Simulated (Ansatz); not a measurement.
# GaCCl+ (doublet): wave-function methods side by side, cc-pVTZ

The task here is to estimate one member of a computed series from the others.

Method: cc-pVTZ, core rule «outside noble gas», up to 20 orbitals frozen; program: Ansatz 0.2.0, Gaussian basis.

To be run: UHF; CCSD(T) on ROHF; CCSD(T) on UHF; BCCD(T) on ROHF; CCSDT(Q) on ROHF; CCSDT(Q) on UHF.

5 further runs of the same task are left out: 2 for a known fault of the program, 3 set aside as unsound or not needed.

### The system

The geometry is a PBE0/def2-TZVP stationary point (not a proven minimum) of the parent state, kept for this charge and spin. No spin-orbit coupling is included. The filled d shell of Ga may be among the frozen orbitals whatever the setting's name suggests; the logs give the count.

3 atoms, charge 1, spin multiplicity 2.

Atoms are counted from 1 here; the program's logs count them from 0.

Bond lengths: C1–Ga2 1.918 Å, Ga2–Cl3 2.123 Å. Angles: C1–Ga2–Cl3 180.0°.

Coordinates:

```xyz
3

C     0.0000    0.0000   -1.9862
Ga    0.0000    0.0000   -0.0682
Cl    0.0000    0.0000    2.0545
```

Set-up of the first run:

in.yaml

```yaml
crystal:
  periodic: [false, false, false]
  atoms:
    - {symbol: C, position_ang: [0.000000, 0.000000, -1.986233]}
    - {symbol: Ga, position_ang: [0.000000, 0.000000, -0.068233]}
    - {symbol: Cl, position_ang: [0.000000, 0.000000, 2.054467]}
basis:
  gaussian: {orbitals: cc-pVTZ}
total_charge: 1
magnetization: {spin_polarized: true, initial_magnetization: 1}
hamiltonian: {xc: hf}
output: {orbitals: {seedname: orbitals}}
```

The run is started by

```
ansatz run in.yaml --threads 1 --pin off --events-out ev --progress --plain --max-ram 4096MiB --backend cpu
```

Steps of the session up to this table: UHF; CCSD(T) on ROHF; CCSD(T) on UHF; BCCD(T) on ROHF; CCSDT(Q) on ROHF; CCSDT(Q) on UHF.

One of the session's tables, all rows but one given; the rest of the session is left out.

It belongs to the step «Misses and costs». 

```
   method  from UCCSDT(Q) (meV)
     ROHF              +10399.8
      UHF               +9873.0
     RMP2               +1646.7
     UMP2               +1672.5
    RCCSD                +525.5
    UCCSD                +520.6
 RCCSD(T)                 +79.6
 UCCSD(T)                 +78.7
  BCCD(T)                 +78.5
   RCCSDT                 +29.5
   UCCSDT                 +35.8
RCCSDT(Q)                     ?
UCCSDT(Q)                     0
```

Q: Estimate the row for RCCSDT(Q) from the others.

The run gave: from UCCSDT(Q) (meV): +4.5. In the column «from UCCSDT(Q) (meV)» it lies between UCCSDT(Q) (0) and RCCSDT (+29.5).

Caveats from the session: The determinant is far from a pure spin state, so its energy mixes those of several spin states (harmless only where they are near-degenerate, as at dissociation). Restricted and unrestricted rows rest on different reference determinants; where their highest levels disagree by more than a few hundredths of an eV, they describe different states and don't form one ladder.
